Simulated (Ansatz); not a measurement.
# LuPb2: pressure against volume

An exercise on one series of results from a longer session: the logs are not shown, and one member is left open.

Computed with Ansatz 0.2.0 (DFT PBEsol, scalar-relativistic, unless a step's input says otherwise).

## The system as given

It takes space group I4/mmm (No. 139, tetragonal). The conventional cell has a = 3.706 Å, b = 3.706 Å, c = 13.120 Å, α = 90.00°, β = 90.00°, γ = 90.00°. Lu (site symmetry 4/mmm) has 8 Pb at 3.42 Å and 4 Lu at 3.71 Å in its first shell of neighbours. Around Pb (site symmetry 4mm) lie 8 Pb at 3.41 to 3.71 Å and 4 Lu at 3.42 Å.

Structure file:

```
CELL_PARAMETERS angstrom
-1.85305 1.85305 6.56000
1.85305 -1.85305 6.56000
1.85305 1.85305 -6.56000
ATOMIC_POSITIONS crystal
Lu 0.00000 0.00000 0.00000
Pb 0.33300 0.33300 0.00000
Pb 0.66700 0.66700 0.00000
```

Atoms are numbered in the order of the input: Lu1, Pb2, Pb3.

Set-up of the first run:

The input, input.yaml:

```yaml
crystal:
  lattice:
    - [-1.8152220388, 1.8152220388, 6.4260848732]
    - [1.8152220388, -1.8152220388, 6.4260848732]
    - [1.8152220388, 1.8152220388, -6.4260848732]
  atoms:
    - { symbol: Lu, position: [0.0, 0.0, 0.0] }
    - { symbol: Pb, position: [0.333, 0.333, 0.0] }
    - { symbol: Pb, position: [0.667, 0.667, 0.0] }
kpoints:
  mp_grid: { grid: [12, 12, 12] }
  band_path:
    path:
      - [0.0, 0.0, 0.0]
      - [0.0, 0.0, 0.5]
      - [0.25, 0.25, 0.25]
      - [0.0, 0.5, 0.0]
      - [0.0, 0.0, 0.0]
      - [0.5, 0.5, -0.5]
      - [0.2699483328, 0.7300516672, -0.2699483328]
      - [-0.2699483328, 0.2699483328, 0.2699483328]
      - [0.0, 0.0, 0.0]
    npoints: 5
scf:
  occupations: { method: fermi_dirac, width: 0.05 }
hamiltonian:
  xc: pbesol
  pseudopotentials: { kind: all_electron, lapw: { basis_error: 0.001 } }
output:
  forces: true
  stress: true
  eigenvalues: true
```

Run with:

```bash
$ ansatz run input.yaml --threads 1 --pin off --max-ram 4096MiB --backend cpu --events-out ev --progress --plain --runs-dir out
```

Steps of the session up to this table: Volume × 0.94, LAPW; Volume × 0.94, PAW; Volume × 0.94, crystal datasets; Volume × 0.98, LAPW; Volume × 0.98, PAW; Volume × 0.98, crystal datasets; Volume × 1.01, LAPW; Volume × 1.01, PAW; Volume × 1.01, crystal datasets; Volume × 1.04, LAPW; Volume × 1.04, PAW; Volume × 1.04, crystal datasets.

One table of the session follows, with a row left open; its other results are not shown here.

It belongs to the step «The equation of state». 

| method | volume (Å³/atom) | pressure (GPa) | largest force (eV/Å) |
| --- | --- | --- | --- |
| LAPW | 28.232 | -1.11 | 0.397 |
| LAPW | 29.434 | -2.93 | 0.365 |
| LAPW | 30.335 | -4.04 | 0.348 |
| LAPW | 31.236 | -4.97 | 0.335 |
| PAW | 28.232 | ? | ? |
| PAW | 29.434 | -2.94 | 0.365 |
| PAW | 30.335 | -4.05 | 0.348 |
| PAW | 31.236 | -4.98 | 0.335 |
| crystal datasets | 28.232 | -1.11 | 0.397 |
| crystal datasets | 29.434 | -2.93 | 0.365 |
| crystal datasets | 30.335 | -4.04 | 0.348 |
| crystal datasets | 31.236 | -4.97 | 0.335 |

**Question.** Estimate the row for PAW, 28.232.

The run gave: pressure (GPa): -1.12; largest force (eV/Å): 0.397. In the column «pressure (GPa)» it lies between crystal datasets, 29.434 (-2.93) and LAPW, 28.232 (-1.11).

Limits of these values: Warnings in the runs' records: gradients without spin orbit, crystal datasets made.
